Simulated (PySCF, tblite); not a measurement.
**C5H8Cl2Si: geometry, infrared bands and NMR shifts**

What infrared bands and NMR shifts should C5H8Cl2Si (`Cl[C@@H]1[C@H]2C[SiH2][C@]1(Cl)C2`) show?

The runs use tblite 0.8.0 and PySCF 2.14.0, with density-fitted response routines of our own; the level of theory stands in each step. All values are computed, except where a source is named. Atoms are numbered from 0 throughout.

## (1) The molecule as given

16 atoms, charge 0, multiplicity 1; geometry from: force field or distance geometry start.

Bonds of the start (Å): Cl0–C1 1.78, C1–C2 1.53, C2–C3 1.51, C3–Si4 1.88, Si4–C5 1.88, C5–Cl6 1.68, C5–C7 1.53, C5–C1 1.49, C7–C2 1.53, C1–H8 1.09, C2–H9 1.09, C3–H10 1.10, C3–H11 1.11, Si4–H12 1.46, Si4–H13 1.45, C7–H14 1.09, C7–H15 1.12.

## (2) Optimising the geometry with GFN2-xTB

Job settings and geometry (Å):

```
{"job": {"kind": "relax", "xc": "GFN2-xTB", "basis": "xTB"}, "charge": 0, "multiplicity": 1}
Cl    -2.830100    -0.107700    -0.482600
C     -1.082700    -0.050300    -0.800600
C     -0.403100    -0.979800     0.204300
C      1.051700    -1.086200    -0.185400
Si     1.373000     0.751400    -0.390600
C     -0.449800     1.084100    -0.067300
Cl    -1.049300     2.657300    -0.075600
C     -0.535100     0.198400     1.174300
H     -0.820000    -0.201000    -1.846900
H     -0.934400    -1.891900     0.477600
H      1.180700    -1.621100    -1.142200
H      1.646400    -1.520800     0.645300
H      2.231900     1.226100     0.684900
H      1.796600     1.102100    -1.735000
H      0.336700     0.218100     1.828700
H     -1.520000     0.230200     1.699600
```

The run is started by

```sh
> OMP_NUM_THREADS=1 python probes_run.py task.json out
```

One launch serves the whole session: the jobs run in the order shown.

**Question.** This job is followed by: GFN2-xTB harmonic vibrations, gas phase; GIAO PBE0/pcSseg-1 NMR shielding, non-relativistic, gas phase. Predict these results of the whole session: strongest single infrared mode (GFN2-xTB); zero-point energy (GFN2-xTB); 13C shifts against TMS (PBE0/pcSseg-1); 1H shifts against TMS (PBE0/pcSseg-1); 35Cl shifts against HCl (PBE0/pcSseg-1); 29Si shifts against TMS (PBE0/pcSseg-1); surface potential, 1st and 99th percentile.

The runs gave:

```
                                 quantity                                               value
strongest single infrared mode (GFN2-xTB)                               2324 cm⁻¹, 259 km/mol
             zero-point energy (GFN2-xTB)                                       71.6 kcal/mol
   13C shifts against TMS (PBE0/pcSseg-1)                    76.4, 62.0, 44.2, 40.7, 14.6 ppm
    1H shifts against TMS (PBE0/pcSseg-1)  4.19, 4.10, 3.80, 2.89, 2.40, 1.63, 1.20, 1.20 ppm
  35Cl shifts against HCl (PBE0/pcSseg-1)                                         134, 93 ppm
  29Si shifts against TMS (PBE0/pcSseg-1)                                           -41.4 ppm
    surface potential, 1st and 99th percentile                                  -1.05 V and 1.27 V
```

Relaxing lowered the energy by 0.457 eV in 46 steps; the close pair that moved most is C5–Cl6, from 1.684 to 1.763 Å. No mode is imaginary among the 42: a minimum at this level. The strongest single mode, at 2324 cm⁻¹, moves mainly H12. Unscaled tight-binding wavenumbers are off by several per cent, some by more. Its intensities can rank the bands wrongly. C1 (sp3 CH bonded to Cl) lies farthest downfield among carbon, at 76.4 ppm; deshielded by the electronegative neighbour. At PBE0/pcSseg-1: The widest tensor belongs to Cl6: span 432 ppm, with a paramagnetic part of -330 ppm.
